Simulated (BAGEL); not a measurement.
**HF/6-311+G(d,p) (density fitting with qzvpp-jkfit) run of BH2ClO2 (SMILES OB(O)Cl)**

Aim: the vertical ionisation energy of BH2ClO2 at HF/6-311+G** (density fitting with qzvpp-jkfit), from 2 runs. 

The results are computed with BAGEL 1.2.2.

1 further run of the same task is left out (set aside as unsound or not needed).

### 1 Starting point

BH2ClO2: 6 atoms, total charge 0, spin state singlet. SMILES: `OB(O)Cl`. The shape is that of a PBE0-D4/def2-TZVP optimisation. This is one conformer, not always the lowest.

Bond lengths: O1–B2 1.357 Å, B2–O3 1.349 Å, B2–Cl4 1.771 Å, O1–H5 0.960 Å, O3–H6 0.962 Å. Angles: O1–B2–O3 121.0°, O1–B2–Cl4 120.9°, O3–B2–Cl4 118.0°, B2–O1–H5 113.5°, B2–O3–H6 112.0°.

### 2 The energy at HF/6-311+G(d,p) (density fitting with qzvpp-jkfit)

hf.json reads:

```json
{ "bagel": [

{
  "title": "molecule",
  "basis": "6-311+gss.json",
  "df_basis": "qzvpp-jkfit",
  "angstrom": "true",
  "geometry": [
    { "atom": "O", "xyz": [    0.157800,    1.025400,   -0.442100 ] },
    { "atom": "B", "xyz": [   -0.128000,   -0.227600,   -0.007300 ] },
    { "atom": "O", "xyz": [    0.609200,   -0.813900,    0.958100 ] },
    { "atom": "Cl", "xyz": [   -1.481400,   -1.141400,   -0.691700 ] },
    { "atom": "H", "xyz": [   -0.434400,    1.336500,   -1.130000 ] },
    { "atom": "H", "xyz": [    1.319000,   -0.243000,    1.267000 ] }
  ]
},
{
  "title": "hf"
},
{
  "title": "print",
  "file": "orbitals.molden",
  "orbitals": "true"
}

]}
```

The basis set 6-311+G** is read from a file made from the Basis Set Exchange's data (not shown).

On the command line:

```sh
BAGEL_NUM_THREADS=1 BAGEL hf.json > hf.out
```

The log of the run:

```text
* using 1 threads per process

  ===============================================================
  ===============================================================

  *** Geometry ***

  { "atom" : "O", "xyz" : [      0.298199,      1.937725,     -0.835448 ] },
  { "atom" : "B", "xyz" : [     -0.241885,     -0.430102,     -0.013795 ] },
  { "atom" : "O", "xyz" : [      1.151221,     -1.538048,      1.810547 ] },
  { "atom" : "Cl", "xyz" : [     -2.799440,     -2.156933,     -1.307124 ] },
  { "atom" : "H", "xyz" : [     -0.820897,      2.525619,     -2.135391 ] },
  { "atom" : "H", "xyz" : [      2.492549,     -0.459203,      2.394283 ] },

  Number of auxiliary basis functions:      393

  Since a DF basis is specified, we compute 2- and 3-index integrals:
    o Being stored without compression. Storage requirement is 0.037 GB

  Number of basis functions:      108
  Number of electrons      :       40

    * METHOD: MOLECULE                             0.15

  *** RHF ***

  === Nuclear Repulsion ===
   144.9028822971

      * DIIS with orbital gradients will be used.

  === RHF iteration (6-311+gss.json) ===
      0       -634.97917346          0.03101496           0.05
      1       -635.18449474          0.02065104           0.05
      2       -635.29875108          0.00154813           0.05
      3       -635.30010606          0.00034847           0.05
      4       -635.30018316          0.00008836           0.05
      5       -635.30018841          0.00002509           0.05
      6       -635.30018885          0.00001123           0.05
      7       -635.30018892          0.00000302           0.05
      8       -635.30018892          0.00000134           0.05
      9       -635.30018892          0.00000033           0.05
     10       -635.30018892          0.00000013           0.05
     11       -635.30018892          0.00000004           0.05
     12       -635.30018892          0.00000001           0.05
     13       -635.30018892          0.00000001           0.05
    * SCF iteration converged.

    * Permanent dipole moment:
           (   -0.298259,    -0.775183,     0.162716) a.u.

    * METHOD: HF                                   0.80

    * METHOD: PRINT                                0.02

  ===============================================================
```

Wall time 1.1 s (1 thread of Arm Neoverse V2, shared host); peak memory 0.12 GiB.

### 3 The doublet cation, same level

input.json reads:

```json
{ "bagel": [

{
  "title": "molecule",
  "basis": "6-311+gss.json",
  "df_basis": "qzvpp-jkfit",
  "angstrom": true,
  "geometry": [
    { "atom": "O", "xyz": [       0.157800,       1.025400,      -0.442100 ] },
    { "atom": "B", "xyz": [      -0.128000,      -0.227600,      -0.007300 ] },
    { "atom": "O", "xyz": [       0.609200,      -0.813900,       0.958100 ] },
    { "atom": "Cl", "xyz": [      -1.481400,      -1.141400,      -0.691700 ] },
    { "atom": "H", "xyz": [      -0.434400,       1.336500,      -1.130000 ] },
    { "atom": "H", "xyz": [       1.319000,      -0.243000,       1.267000 ] }
  ]
},

{
  "title": "uhf",
  "charge": 1,
  "nopen": 1
},

{
  "title": "print",
  "file": "orbitals.molden",
  "orbitals": true
}

]}
```

The basis set 6-311+G** is read from a file made from the Basis Set Exchange's data (not shown).

On the command line:

```sh
BAGEL_NUM_THREADS=1 BAGEL input.json > input.out
```

The log of the run:

```text
* using 1 threads per process

  ===============================================================
  ===============================================================

  *** Geometry ***

  { "atom" : "O", "xyz" : [      0.298199,      1.937725,     -0.835448 ] },
  { "atom" : "B", "xyz" : [     -0.241885,     -0.430102,     -0.013795 ] },
  { "atom" : "O", "xyz" : [      1.151221,     -1.538048,      1.810547 ] },
  { "atom" : "Cl", "xyz" : [     -2.799440,     -2.156933,     -1.307124 ] },
  { "atom" : "H", "xyz" : [     -0.820897,      2.525619,     -2.135391 ] },
  { "atom" : "H", "xyz" : [      2.492549,     -0.459203,      2.394283 ] },

  Number of auxiliary basis functions:      393

  Since a DF basis is specified, we compute 2- and 3-index integrals:
    o Being stored without compression. Storage requirement is 0.037 GB

  Number of basis functions:      108
  Number of electrons      :       40

    * METHOD: MOLECULE                             0.15

  *** Open-shell HF ***

  === Nuclear Repulsion ===
   144.9028822971

      * DIIS with orbital gradients will be used.

  === UHF iteration (6-311+gss.json) ===
      0       -634.54114152          0.06357783           0.10
      1       -634.73648145          0.04613929           0.10
      2       -634.82262953          0.03169526           0.10
      3       -634.89095584          0.00158154           0.10
      4       -634.89197014          0.00065385           0.10
      5       -634.89215681          0.00029170           0.10
      6       -634.89221508          0.00014814           0.10
      7       -634.89223888          0.00007480           0.10
      8       -634.89224810          0.00004901           0.10
      9       -634.89225269          0.00003180           0.10
     10       -634.89225508          0.00001442           0.10
     11       -634.89225547          0.00000695           0.10
     12       -634.89225556          0.00000252           0.10
     13       -634.89225558          0.00000105           0.10
     14       -634.89225558          0.00000041           0.10
     15       -634.89225558          0.00000016           0.10
     16       -634.89225558          0.00000010           0.10
     17       -634.89225558          0.00000007           0.10
     18       -634.89225558          0.00000005           0.10
     19       -634.89225558          0.00000002           0.10
     20       -634.89225558          0.00000001           0.10
     21       -634.89225558          0.00000001           0.10
    * SCF iteration converged.

    * S^2 (UHF) is 0.7575

    * Permanent dipole moment:
           (    0.920240,     0.030445,     0.788286) a.u.

    * METHOD: UHF                                  2.28

    * METHOD: PRINT                                0.02

  ===============================================================
```

Run time: 2.6 s. Hardware: 1 thread of Arm Neoverse V2, shared host; peak memory 0.12 GiB.

### 4 What came out

Level: HF/6-311+G** (density fitting with qzvpp-jkfit).

| quantity | value |
| --- | --- |
| singlet BH2ClO2: total energy | -635.30019 Eh |
| singlet BH2ClO2: dipole moment | 2.15 D |
| singlet BH2ClO2: HOMO energy | -12.71 eV |
| singlet BH2ClO2: LUMO energy | 1.27 eV |
| singlet BH2ClO2: HOMO–LUMO gap | 13.98 eV |
| doublet cation: total energy | -634.89226 Eh |
| doublet cation: ⟨S²⟩ | 0.757 |
| vertical ionisation energy (to the doublet cation) | 11.100 eV |

**Reading.** The vertical ionisation energy comes to 11.10 eV (1071 kJ/mol). The negative HOMO energy of the first species, 12.71 eV, lies 1.60 eV above that difference.
